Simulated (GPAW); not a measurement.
Runs of GPAW 26.7.0 on HfB. The structure is cubic, space group Fm-3m (No. 225). Conventional cell: a = 4.620 Å, b = 4.620 Å, c = 4.620 Å, α = 90.00°, β = 90.00°, γ = 90.00°. Hf (site symmetry m-3m) is surrounded by 6 B at 2.31 Å. B (site symmetry m-3m) is surrounded by 6 Hf at 2.31 Å. 

| level | potentials or basis | eigensolver | gap on the mesh (eV) | pressure (GPa) | relaxed volume (Å³/atom) |
| --- | --- | --- | --- | --- | --- |
| PBEsol | PAW data sets generated in the run's folder for this functional, pw | - | none | 0.1 | (a) |
| BLYP+D3(BJ) | PAW data sets generated in the run's folder for this functional, pw | davidson | none | 0.1 | 13.79 |
| BLYP+D4 | PAW data sets generated in the run's folder for this functional, pw | davidson | none | 0.1 | (b) |
| revPBE | the program's PAW data sets (release 1.2.1) made for this functional, pw | - | none | 0.2 | 14.40 |
| RPBE | the program's PAW data sets (release 1.2.1) made for this functional, pw | - | none | 0.2 | 14.48 |
| LDA | the program's PAW data sets (release 1.2.1) made for this functional, pw | - | none | 0.0 | 13.45 |

Alike in all rows: task relaxation of cell and atoms; no spin polarisation; cell relaxed; k mesh 10 × 10 × 10; cutoff (eV) 800; smearing fermi-dirac 0.05 eV.

Task: Estimate the missing entries.

Result: (a) 13.80; (b) 14.03.

Caveats: later steps reuse the first step's grids; pairwise dispersion overbinds metals, which lowers pressure and volume (some runs); the volume moved by over 15 % at a fixed basis, so the end points are rough (some runs).

A k mesh can miss the band edges, and the runs leave out spin-orbit coupling on Hf.

A gap of «none» marks a metal or a gap under the smearing width.

Runs at the PBE level aren't shown here.
